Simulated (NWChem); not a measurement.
# HF/aug-pcseg-2 run of NBrO (nitrosyl bromide)

What is the electronic atomisation energy of NBrO (nitrosyl bromide) at HF/aug-pcseg-2? 

The calculation is run with NWChem 7.3.0.

## 1. The system as given

The species is NBrO (3 atoms), meant as a singlet with charge 0. As SMILES, `O=NBr`. Geometry: relaxed at PBE0-D4/def2-TZVP.

Bond lengths: O1–N2 1.126 Å, N2–Br3 2.117 Å. Angles: O1–N2–Br3 114.9°.

## 2. The energy at HF/aug-pcseg-2 (run 1)

File brno.xyz:

```xyz
3

O      0.941780    -0.646800     0.448530
N     -0.044940    -0.636480    -0.092930
Br    -0.896840     1.283280    -0.355590
```

File brno.nw:

```
start brno
memory 2200 mb

geometry noautosym nocenter noautoz
load format xyz brno.xyz
end

basis spherical bse
* library aug-pcseg-2
end

scf
thresh 1e-08
maxiter 80
noprint "final vectors analysis"
end

task scf energy
```

Started as:

```console
$ nwchem brno.nw > brno.out
```

What it wrote:

```text
[...]
  functions       =   151
[...]
  wavefunction    = RHF
[...]
         Total SCF energy =  -2701.690421967329
      One-electron energy =  -4041.006418808642
      Two-electron energy =   1198.520201122757
 Nuclear repulsion energy =    140.795795718556
        Time for solution =    135.5s
[...]
```

It took 2.3 min on 1 thread of Intel Xeon 6975P-C (Granite Rapids), shared host; peak memory 0.11 GiB.

## 3. The Br atom at the same level (run 2)

File br.xyz:

```xyz
1

Br     0.000000     0.000000     0.000000
```

File br.nw:

```
START br
memory total 2200 mb
GEOMETRY units angstroms noautosym nocenter noautoz
  load format xyz br.xyz
END
BASIS "ao basis" spherical bse
  * library aug-pcseg-2
END
SCF
  nopen 1
  uhf
  thresh 1e-08
  maxiter 80
  print low
END
TASK scf energy
```

Started as:

```console
$ nwchem br.nw > br.out
```

What it wrote:

```text
[...]
  functions       =    59
[...]
  wavefunction    = UHF
[...]
         Total SCF energy =  -2572.418002139446
      One electron energy =  -3583.030884111294
      Two electron energy =   1010.612881971847
 Nuclear repulsion energy =      0.000000000000
                       Sz =      0.5000
                 Sz(Sz+1) =      0.7500
                      S^2 =      0.7596
[...]
```

It took 17 s on 1 thread of Intel Xeon 6975P-C (Granite Rapids), shared host; peak memory 0.11 GiB.

Run 3 isn't shown in full; the table further down has it.

## 4. The O atom at the same level (run 4)

File a.nw:

```
start a
title "O energy"
memory 2200 mb
geometry units bohr noautosym nocenter noautoz
   O   0.00000000  0.00000000  0.00000000
end
basis spherical bse
   * library aug-pcseg-2
end
scf
   triplet
   uhf
   thresh 1e-08
   maxiter 80
   print low
end
task scf energy
```

Run the same way, it converges to -74.81127 Eh (log not shown).

## 5. Overview of the runs

```csv
run,level,partner,energy (Eh),wall time
1,HF/aug-pcseg-2,base,-2701.690422,2.3 min
2,UHF/aug-pcseg-2,atoms,-2572.418002,17 s
3,UHF/aug-pcseg-2,atoms,-54.398815,0.99 s
4,UHF/aug-pcseg-2,atoms,-74.811269,1.4 s
```

## 6. Summary of results

At HF/aug-pcseg-2:

```
                     quantity         value
         O atom: total energy  -74.81127 Eh
                 O atom: ⟨S²⟩         2.009
electronic atomisation energy      1.696 eV
```

In words: Taking the molecule apart into free atoms costs 1.70 eV (164 kJ/mol), before zero-point energy and without spin-orbit coupling. Hartree–Fock lacks the correlation of the bonding pairs, which as a rule makes this value much too low; in minimal bases other errors can mask that. All runs together took 2.6 min, the longest 2.3 min.
